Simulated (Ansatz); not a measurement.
**CH₇MoN₃O: basis-set convergence**

One table from this session's results is given with a row withheld; the runs are named, their logs left out.

Computed with Ansatz 0.2.0, Gaussian basis. Level: one geometry, several basis sets.

The runs, in order: PBE0-D4/def2-SVP; ωB97M-V/def2-SVP; PBE0-D4/def2-QZVPP; ωB97M-V/def2-QZVPP; the functionals' def2-TZVPP values are taken from earlier runs.

### The geometry

All runs share one geometry, relaxed beforehand with PBE0-D4 in a triple-zeta def2 set. Mo takes the def2 core potential; no spin-orbit term is included.

13 atoms, charge 0, spin multiplicity 1.

Atoms are counted from 1 here; the program's logs count them from 0.

Bond lengths: C1–N2 1.420 Å, C1–H7 1.096 Å, C1–H8 1.096 Å, C1–H9 1.096 Å, N2–Mo3 1.732 Å, Mo3–N4 1.944 Å, Mo3–N5 1.944 Å, Mo3–O6 1.690 Å, N4–H10 1.009 Å, N4–H11 1.007 Å, N5–H12 1.007 Å, N5–H13 1.009 Å. Angles: N2–C1–H7 110.0°, N2–C1–H8 110.0°, N2–C1–H9 112.3°, H7–C1–H8 107.4°, H7–C1–H9 108.6°, H8–C1–H9 108.6°, C1–N2–Mo3 151.0°, N2–Mo3–N4 105.6°, N2–Mo3–N5 105.6°, N2–Mo3–O6 113.4°, N4–Mo3–N5 112.6°, N4–Mo3–O6 109.8°, N5–Mo3–O6 109.7°, Mo3–N4–H10 122.9°, Mo3–N4–H11 125.2°, H10–N4–H11 111.5°, Mo3–N5–H12 125.2°, Mo3–N5–H13 122.8° and more.

The first run:

Input file in.yaml:

```yaml
crystal:
  periodic: [false, false, false]
  atoms:
    - {symbol: C, position_ang: [-1.228623, -1.634715, -1.125634]}
    - {symbol: N, position_ang: [-0.316265, -0.765917, -0.469513]}
    - {symbol: Mo, position_ang: [0.033892, 0.703188, 0.378856]}
    - {symbol: N, position_ang: [0.737089, 0.155275, 2.106626]}
    - {symbol: N, position_ang: [1.353780, 1.632070, -0.705196]}
    - {symbol: O, position_ang: [-1.319744, 1.690081, 0.600188]}
    - {symbol: H, position_ang: [-1.245380, -2.608136, -0.622948]}
    - {symbol: H, position_ang: [-0.906084, -1.804723, -2.158875]}
    - {symbol: H, position_ang: [-2.247538, -1.232307, -1.140172]}
    - {symbol: H, position_ang: [0.729523, 0.756831, 2.916232]}
    - {symbol: H, position_ang: [1.042969, -0.774909, 2.340229]}
    - {symbol: H, position_ang: [1.877386, 1.221670, -1.460691]}
    - {symbol: H, position_ang: [1.509497, 2.626792, -0.644302]}
basis:
  gaussian: {orbitals: def2-SVP}
hamiltonian: {xc: pbe0, dispersion: d4}
output: {orbitals: {seedname: orbitals}}
```

The run is started by

```sh
ansatz run in.yaml --threads 4 --pin off --events-out ev --progress --plain --max-ram 11315MiB
```

Steps of the session up to this table: PBE0-D4 in def2-SVP; ωB97M-V in def2-SVP; PBE0-D4 in def2-QZVPP; ωB97M-V in def2-QZVPP.

One of the session's tables, all rows but one given; the rest of the session is left out.

It belongs to the step «Functionals by basis». 

```
functional       basis  HOMO (eV)
   PBE0-D4    def2-SVP      -6.83
   PBE0-D4  def2-TZVPP          ?
   PBE0-D4  def2-QZVPP      -7.03
   ωB97M-V    def2-SVP      -9.05
   ωB97M-V  def2-TZVPP      -9.22
   ωB97M-V  def2-QZVPP      -9.27
```

Estimate the missing values for PBE0-D4, def2-TZVPP.

The run gave: HOMO (eV): -6.99. In the column «HOMO (eV)» it lies between PBE0-D4, def2-QZVPP (-7.03) and PBE0-D4, def2-SVP (-6.83).
